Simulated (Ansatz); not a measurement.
The system is Ta3N.

```
Ta N
1.0
     3.03222    0.00000    0.00000
    -1.51611    2.62598    0.00000
     0.00000    0.00000    7.52414
Ta N
3 1
Direct
  0.66667 0.33333 0.82607
  0.33333 0.66667 0.17393
  0.00000 0.00000 0.50000
  0.00000 0.00000 0.00000
```

The cell comes from a database or a generator and needn't be the stable form of this composition.

Base run:

| Quantity | Value |
| --- | --- |
| Program | Ansatz 0.2.0 |
| Functional | PBEsol |
| Potentials or basis | all-electron LAPW, scalar-relativistic |
| Cutoff | 336 eV (chosen from the basis error) |
| Basis error allowed | 0.002 eV/atom |
| k mesh | 10 × 10 × 4 |
| Occupations | fermi-dirac, width 0.05 eV |
| Spin | no spin polarisation |

Its results: band gap on the k mesh none (metal or under the smearing width); pressure -8.0 GPa; largest force 0.395 eV/Å.

Task: The run is repeated on the same cell with these changes: hubbard terms from none to Ta d U = 2 eV. What comes out?

Result: Band gap on the k mesh none (metal or under the smearing width); pressure -6.4 GPa; largest force 0.327 eV/Å.

Caveats: U is the effective U less J, on atomic orbitals that reach past the spheres (some runs); U without spin polarisation on a metal has little footing (some runs).
